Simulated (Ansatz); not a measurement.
# CH₇AlBNO: a ladder of functionals and wavefunction methods

The task here is to estimate one member of a computed series from the others.

Computed with Ansatz 0.2.0, Gaussian basis. Level: functionals in def2-TZVPP, the program's frozen cores in correlated methods.

Levels to be run: PBE-D4, r2SCAN-D4, PBE0-D4, B3LYP-D4, ωB97X-V, ωB97M-V, B2PLYP; CCSD(T)/def2-TZVPP; MP2/def2-QZVPP; extrapolation to the limit.

## The geometry

An earlier PBE0-D4 in a triple-zeta def2 set relaxation fixed the geometry.

12 atoms, charge 0, spin multiplicity 1.

Atoms are counted from 1 here; the program's logs count them from 0.

Bond lengths: B1–C2 1.460 Å, B1–Al5 2.342 Å, B1–H6 1.195 Å, B1–H7 1.203 Å, C2–N3 1.384 Å, C2–O4 1.457 Å, C2–Al5 2.153 Å, N3–H8 1.009 Å, N3–H9 1.017 Å, O4–Al5 1.951 Å, O4–H10 0.966 Å, Al5–H11 1.595 Å, Al5–H12 1.577 Å. Angles: C2–B1–Al5 64.2°, C2–B1–H6 119.2°, C2–B1–H7 118.4°, Al5–B1–H6 124.5°, Al5–B1–H7 83.6°, H6–B1–H7 122.3°, B1–C2–N3 134.2°, B1–C2–O4 116.3°, B1–C2–Al5 78.2°, N3–C2–O4 109.3°, N3–C2–Al5 121.8°, O4–C2–Al5 61.9°, C2–N3–H8 111.9°, C2–N3–H9 114.5°, H8–N3–H9 110.5°, C2–O4–Al5 76.9°, C2–O4–H10 109.1°, Al5–O4–H10 128.1° and more.

The first run:

Contents of in.yaml:

```yaml
crystal:
  periodic: [false, false, false]
  atoms:
    - {symbol: B, position_ang: [-1.165681, 0.317586, 0.867242]}
    - {symbol: C, position_ang: [-0.372123, -0.546705, -0.000749]}
    - {symbol: N, position_ang: [0.392342, -1.682312, 0.205945]}
    - {symbol: O, position_ang: [-0.215590, -0.106867, -1.381120]}
    - {symbol: Al, position_ang: [0.527366, 1.377125, -0.355664]}
    - {symbol: H, position_ang: [-1.138767, 0.140822, 2.049169]}
    - {symbol: H, position_ang: [-1.868639, 1.149584, 0.356689]}
    - {symbol: H, position_ang: [0.138759, -2.156532, 1.059551]}
    - {symbol: H, position_ang: [1.396555, -1.527395, 0.169995]}
    - {symbol: H, position_ang: [0.260718, -0.785591, -1.877057]}
    - {symbol: H, position_ang: [2.060935, 0.972204, -0.189593]}
    - {symbol: H, position_ang: [0.061125, 2.792979, -0.870310]}
basis:
  gaussian: {orbitals: def2-TZVPP}
hamiltonian: {xc: pbe, dispersion: d4}
output: {forces: true, orbitals: {seedname: orbitals}}
```

On the command line:

```console
> ansatz run in.yaml --threads 4 --pin off --events-out ev --progress --plain --max-ram 10444MiB
```

Steps of the session up to this table: PBE-D4 (GGA); r2SCAN-D4 (meta-GGA); PBE0-D4 (hybrid); B3LYP-D4 (hybrid); ωB97X-V (range-separated); ωB97M-V (range-separated); B2PLYP (double hybrid); CCSD(T) in def2-TZVPP; MP2 in def2-QZVPP.

One of the session's tables, all rows but one given; the rest of the session is left out.

```
            method  atomisation energy (kcal/mol)
            PBE-D4                         1000.1
         r2SCAN-D4                          983.7
           PBE0-D4                              ?
          B3LYP-D4                          979.4
           ωB97X-V                          980.7
           ωB97M-V                          983.6
            B2PLYP                          966.2
     HF/def2-TZVPP                          684.8
    MP2/def2-TZVPP                          964.4
   CCSD/def2-TZVPP                          932.7
CCSD(T)/def2-TZVPP                          949.1
           MP2/CBS                          991.6
       CCSD(T)/CBS                          976.4
```

Q: Estimate the row for PBE0-D4 from the others.

**Answer.** atomisation energy (kcal/mol): 978.9. In the column «atomisation energy (kcal/mol)» it lies between CCSD(T)/CBS (976.4) and B3LYP-D4 (979.4).
